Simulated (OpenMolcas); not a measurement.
**Tm²⁺ among point charges: CASSCF and CASPT2 levels and susceptibility**

How does a field of 6 point charges split the states of Tm²⁺, and what χT follows?

The numbers are computed with OpenMolcas 26.06 (state-averaged CASSCF and CASPT2, spin-orbit coupling by RASSI with atomic mean-field integrals), except any that are marked as measured or tabulated.

## Step 1: The system

```
Species                           : Tm²⁺ (thulium, Z = 69, 67 electrons)
Basis                             : ANO-RCC-VDZP [7s6p4d2f1g], 68 functions
Scalar Hamiltonian                : DKH2, point nucleus
Inactive shells                   : 1s 2s 2p 3s 3p 3d 4s 4p 4d 5s 5p
Active space                      : 13 electrons in 7 orbitals (4f)
Some configurations of this space : 4f13
Orbitals                          : optimised for the highest spin of each parity, averaged over all roots
```

The outer shells:

4f13
```
4f [↑↓][↑↓][↑↓][↑↓][↑↓][↑↓][↑ ]
```

The ion sits among 6 point charges of -0.5 e arranged as a trigonal antiprism (D3d), 3.18 Å from the ion, with a polar angle of 46.5° against the regular 54.74°.

The work runs as a chain of OpenMolcas steps in one folder; each step below is one input file. Labels, J, g values, rates, χT and fits are worked out afterwards by a script from the matrices that RASSI stores. The input lists half of the charges; inversion (Group=XYZ) makes the rest.

## Step 2: GATEWAY and SEWARD: basis and integrals

a.inp

```
&GATEWAY
Coord
1

Tm 0.0 0.0 0.0
Basis=ANO-RCC-VDZP
Group=XYZ
NoMove
AngMom=0.0 0.0 0.0
AMFI
XField
3 Angstrom 0
0.000000 2.307656 2.187950 -0.500000
1.998488 -1.153828 2.187950 -0.500000
1.998488 1.153828 -2.187950 -0.500000
&SEWARD
```

Launch:

```
$ OMP_NUM_THREADS=1 MOLCAS_MEM=2252 MOLCAS_PROJECT=a pymolcas a.inp > a.log
```

## Step 3: Reference wave functions, doublets of odd parity, 7 roots

a.inp

```
&RASSCF
FileOrb=start.orb
Symmetry=2
Spin=2
nActEl=13 0 0
Inactive=15 12
Ras2=0 7
CIRoot=7 7 1
SDav=7
CIMx=300
Iter=120 100
PrWF=0.3
OrbListing=Nothing
MaxOrb=0
>>> COPY $Project.JobIph JOB001
```

start.orb holds the contracted functions of the basis, ordered by shell, or the orbitals of the step before.

## Step 4: RASSI: spin-orbit coupling between the states

a.inp

```
&RASSI
NrOfJobIphs=1 7
1 2 3 4 5 6 7
IphNames
JOB001
EJob
SpinOrbit
DIPRint=1.0
SOCoupling=1000.0
Subsets=2
Property=9
'ANGMOM' 1 'ANGMOM' 2 'ANGMOM' 3 'MLTPL  1' 1 'MLTPL  1' 2 'MLTPL  1' 3
'AMFI' 1 'AMFI' 2 'AMFI' 3
SOProperty=3
'ANGMOM' 1 'ANGMOM' 2 'ANGMOM' 3
```

## Step 5: CASPT2: IPEA 0.25, imaginary shift 0.1 (closed shells correlated: 5s 5p)

a.inp

```
>>> COPY JOB001 $Project.JobIph
&CASPT2
Multistate=7 1 2 3 4 5 6 7
NoMult
Frozen=14 9
IPEA=0.25
Imaginary=0.1
MaxIter=60
WThr=0.0 0.3 0.05
PrWF=0.5
NoMix
```

(Steps that only read results are left out.)

What does the calculation give? Wanted: spin-free ground state; first state of the same spin within the active space; lowest level; next level.

The runs gave:

```
                                            quantity                                                                        value
                                              method  SS-CASPT2, IPEA 0.25, imaginary shift 0.1 (closed shells correlated: 5s 5p)
                              spin-free ground state                                               2E, 2-fold in its orbital part
first state of the same spin within the active space                                                             2A2 at 12.6 cm⁻¹
                                        lowest level                                            2-fold E1/2, g = 1.10, 4.55, 4.55
                                          next level                                                                    33.3 cm⁻¹
                                         χT at 300 K                                                               2.56 cm³ K/mol
                           effective moment at 300 K                                                                      4.52 μB
```

Cost by method:

| method | time of its own steps | time with the reference |
| --- | --- | --- |
| A. CASSCF | 1.4 s | 1.4 s |
| B. SS-CASPT2, IPEA 0.25, imaginary shift 0.1, +5s 5p | 1 s | 2.4 s |

Times are of one thread on a shared host.

The spin-free ground state (2E) comes to 100 % from free-ion F terms and keeps the highest spin of the shell. CASPT2 does not keep the components of a term degenerate, and the means are used. Point charges carry no covalency, so the field is a model and not that of real ligands.
